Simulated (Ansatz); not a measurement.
PRb, a scan of the bond length

Computed with Ansatz 0.2.0 through its Python package.

Notebook, run cell by cell (the value of a cell's last expression is shown):

```python
import ansatz as az
from ase import Atoms
from ase.data import atomic_masses, atomic_numbers
import matplotlib.pyplot as plt
import numpy as np
```

```python
params = {
    "basis": "def2-TZVP",
    "functional": "hf",
}
```

```python
atoms = Atoms(["Rb", "P"], positions=[
    (0.0, 0.0, 0.0),
    (0.0, 0.0, 3.125),
])
mol = az.Crystal.molecule_from_ase(atoms)
```

```python
symbols = [site.symbol for site in mol.cartesian_sites]
start = np.array([site.position_ang for site in mol.cartesian_sites])
axis = (start[1] - start[0]) / np.linalg.norm(start[1] - start[0])
moving = [1]
lengths, energies = [2.75, 2.875, 3.0, 3.125, 3.25, 3.375, 3.5, 3.688], []
for length in lengths:
    xyz = start.copy()
    xyz[moving] += (length - np.linalg.norm(start[1] - start[0])) * axis
    point = az.Crystal.molecule()
    for symbol, xyz in zip(symbols, xyz):
        point = point.atom(symbol, xyz.tolist())
    calculation = (
        point.calculation()
        .basis(gaussian=params["basis"])
        .functional(params["functional"])
        .spin("collinear", total=2)
    )
    report = calculation.run(threads=1).report
    energies.append(report["free_energy_ev"])
    print(f"r = {length:6.3f} A  E = {energies[-1]:.5f} eV  <S^2> = {abs(report['mean_field']['state']['spin_squared']):.3f}")
```

    r =  2.750 A  E = -9918.57974 eV  <S^2> = 2.016
    r =  2.875 A  E = -9918.79118 eV  <S^2> = 2.016
    r =  3.000 A  E = -9918.97629 eV  <S^2> = 2.017
    r =  3.125 A  E = -9919.07425 eV  <S^2> = 2.019
    r =  3.250 A  E = -9919.11001 eV  <S^2> = 2.022
    r =  3.375 A  E = -9919.10204 eV  <S^2> = 2.028
    r =  3.500 A  E = -9919.06429 eV  <S^2> = 2.041
    r =  3.688 A  E = -9918.97744 eV  <S^2> = 2.154

```python
# quartic fit about the minimum
fit = np.polynomial.Polynomial.fit(lengths, np.array(energies) - min(energies), 4).convert()
roots = [r.real for r in fit.deriv().roots() if abs(r.imag) < 1e-9 and fit.deriv(2)(r.real) > 0]
r_e = min(roots, key=lambda r: abs(r - lengths[int(np.argmin(energies))]))
print(f"minimum of the fit at {r_e:.4f} A, force constant {fit.deriv(2)(r_e):.2f} eV/A^2")
m1, m2 = (atomic_masses[atomic_numbers[s]] for s in symbols)
mu = m1 * m2 / (m1 + m2)
print(f"harmonic wavenumber {521.4709 * np.sqrt(fit.deriv(2)(r_e) / mu):.0f} 1/cm, rotational constant {16.857629 / (mu * r_e ** 2):.4f} 1/cm")
plt.figure(figsize=(4.5, 3))
plt.plot(lengths, np.array(energies) - min(energies), "o-")
plt.xlabel("bond length (A)")
plt.ylabel("E - E(min) (eV)")
plt.tight_layout()
plt.savefig("scan.png", dpi=100)
```

    minimum of the fit at 3.2855 A, force constant 3.15 eV/A^2
    harmonic wavenumber 194 1/cm, rotational constant 0.0687 1/cm

The lowest point is at 3.250 Å. At the shortest distance (2.75 Å) the energy is 0.53 eV higher, at the longest (3.69 Å) 0.13 eV.

Caveats:
- These settings explore the input space; basis and method may be short of convergence.
- The basis set is modest, and single-reference methods fail as a bond breaks.
- def2 sets replace the cores of elements past krypton by effective core potentials.
- The species is open-shell (spin multiplicity 3).
- The expectation value of S² is noticeably off S(S+1) in at least one run, so that state is spin-contaminated.
- Hartree-Fock leaves correlation out, so bond, atomisation and ionisation energies come out well too low.
- Spin-orbit coupling of the heavy open-shell atom is left out.
- The spin state was assumed, and another may lie lower.
- Timing: 19 s on 1 thread of Arm Neoverse V1, with other jobs on the host, peak memory 0.26 GiB.

(Lines on the test bed's own set-up are left out of the output.)
